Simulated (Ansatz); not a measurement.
# Germanium, hcp under PBEsol: ground state and equation of state

The plan for germanium in the hcp structure: relax it, solve it on a dense k-mesh, then scale the cell to 7 volumes from 88 to 112 % of the relaxed one and try a fit of the equation of state. Spin polarisation is left out. The k-meshes are 12×12×7 for the relaxation; 20×20×11 for the dense run; 14×14×8 for the volumes.

This is Ge in the hcp structure; at room conditions it is diamond.

Program: Ansatz 0.2.0. Level of theory: DFT PBEsol, plane waves (420 eV) with PAW, scalar-relativistic; PBE-made PAW files. These are calculated values, not measurements.

## (1) The starting structure

Symmetry: P6_3/mmc, No. 194, hexagonal system. The conventional cell has a = 3.008 Å, b = 3.008 Å, c = 4.911 Å, α = 90.00°, β = 90.00°, γ = 120.00°. Ge (site symmetry -6m2) is surrounded by 12 Ge at 3.01 Å.

Structure file:

```xyz
2
Lattice="3.0077 0.0000 0.0000 -1.5038 2.6047 0.0000 0.0000 0.0000 4.9115" Properties=species:S:1:pos:R:3 pbc="T T T"
Ge    0.0000    1.7365    1.2279
Ge    1.5038    0.8682    3.6836
```

## (2) Relaxation of the cell

The input, input.yaml:

```yaml
crystal:
  lattice:
    - [3.0076538696, 0.0, 0.0]
    - [-1.5038269348, 2.6047046568, 0.0]
    - [0.0, 0.0, 4.911498769]
  atoms:
    - { symbol: Ge, position: [0.3333333333, 0.6666666667, 0.25] }
    - { symbol: Ge, position: [0.6666666667, 0.3333333333, 0.75] }
hamiltonian:
  xc: pbesol
  pseudopotentials:
    kind: paw
    azcp:
      Ge: "pseudopotentials/Ge.paw.azcp"
basis:
  ecutwfc: 420
  fft_grid_basis: typed
kpoints:
  mp_grid: { grid: [12, 12, 7], shift: [0, 0, 0] }
magnetization:
  spin_polarized: false
scf:
  occupations: { method: fermi_dirac, width: 0.1 }
relax:
  max_steps: 60
  f_tol: 0.01
  cell: {}
output:
  write_density: true
  write_potential: true
  elf: true
  volumetric_format: npy
```

The runs that follow: The energy on a finer k-mesh; Equation of state: 88 %; Equation of state: 92 %; Equation of state: 96 %; Equation of state: 100 %; Equation of state: 104 %; Equation of state: 108 %; Equation of state: 112 %.

What does the calculation give? Wanted: space group; conventional cell; volume; shortest distance; gap on the mesh; relative to diamond; V₀, B₀, B₀′.

The runs gave:

| quantity | value |
| --- | --- |
| space group (spins left aside) | P6_3/mmc (No. 194) |
| conventional cell | a = 3.010 Å, c = 4.678 Å (c/a = 1.554) |
| volume | 18.351 Å³/atom |
| shortest distance | 2.914 Å |
| gap on the mesh | none (levels filled in part) |
| relative to diamond | +277 meV/atom |
| V₀, B₀, B₀′ | 18.386 Å³/atom, 73 GPa, 4.3 |

The relaxation shrank the cell by 4.6 % in volume. It lies 277 meV/atom above the element's reference form at the same level (diamond, from a run of its own), so it is far from stable. Levels at the Fermi energy are filled in part, as in a metal. B₀ comes out at 73 GPa; letting shape and positions relax at each volume could only lower it. Relaxation kept the symmetry; phonons were not checked.
